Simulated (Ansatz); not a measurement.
Consider a scan of the Hubbard U of CoBr, space group P6/mmm (Ansatz's Python interface).

`run_plus_u.py`:
```python
# -*- coding: utf-8 -*-
import ansatz as az
import numpy as np
from pymatgen.core import Lattice, Structure
from pymatgen.io.ase import AseAtomsAdaptor
from tabulate import tabulate


def count_gap(report):
    # lowest empty less highest filled band, counting bands; zero where they overlap
    return max(report.get("gap_by_band_count_ev") or 0.0, 0.0)

pmg_structure = Structure(
    Lattice([(3.497956, 0.0, 0.0), (-1.748978, 3.029319, 0.0), (0.0, 0.0, 4.502026)]),
    ["Co", "Br"],
    [
        (0.0, 0.0, 0.0),
        (0.0, 0.0, 0.5),
    ],
)
structure = az.Crystal.from_ase(AseAtomsAdaptor.get_atoms(pmg_structure)).moments(Co=2.5)

model = structure.calculation()
model = model.functional("PBE")
model = model.basis(630).kpoints(spacing=0.38)
model = model.occupations(az.OccupationsMethod.METHFESSEL_PAXTON, width=0.1)
model = model.spin("collinear")
model = model.scf(extra_bands=16).band_table()
rows = []
for u in [2.0, 4.0, 6.0, 8.0]:
    r = model.hubbard("Co", "d", u_eff=u, projectors="atomic").run(threads=1, backend="cpu").report
    shell = r["hubbard"]["n_scf"]
    rows.append((u, count_gap(r), sum(shell) / len(shell), max(abs(m) for m in r["site_moments_mub"]), r["n_iterations"]))
print(tabulate(rows, headers=["U_eff eV", "gap by band count eV", "Co d occupation (projector)", "largest moment muB", "iterations"], floatfmt=".4f", tablefmt="simple"))
print("eigenvalues of the first occupation matrix at the last U, by spin:")
for channel in r["hubbard"]["n_eig"][0]:
    print("  ", " ".join(f"{n:.3f}" for n in channel))
```

What does raising U do here?

From U = 2 to 8 eV the largest site moment goes from 1.91 to 1.84 μB.

The run itself:

`python run_plus_u.py` gives:
```text
  U_eff eV    gap by band count eV    Co d occupation (projector)    largest moment muB    iterations
----------  ----------------------  -----------------------------  --------------------  ------------
    2.0000                  0.0000                         7.8759                1.9067             7
    4.0000                  0.0000                         7.8804                1.8747             6
    6.0000                  0.0000                         7.8937                1.8420             8
    8.0000                  0.0000                         7.9000                1.8362             8
eigenvalues of the first occupation matrix at the last U, by spin:
   0.962 0.993 0.993 0.996 0.996
   0.022 0.022 0.940 0.988 0.988
```

Caveats:
- Other magnetic orders than the one started from may lie lower.
- U, its shell and the double counting are chosen to explore, and aren't derived for this compound.
- The mesh is modest for a metal, so energies can be off by several to tens of meV an atom and pressures by half a GPa or more; differences at equal mesh fare better.
- A gap by band count of zero or less means overlapping bands, a metal.
- The structure comes from a database of computed cells and needn't be a stable or known phase.
- Levels are Kohn-Sham eigenvalues on this mesh, without spin-orbit coupling.
- Shell occupations and the effect of U depend on the projectors; a run with no .spin step is spin-unpolarised, and each U may end in a state that isn't the lowest.
- Hardware and time: 6.5 min on 1 thread of Arm Neoverse V1, on a shared host, peak memory 0.86 GiB.
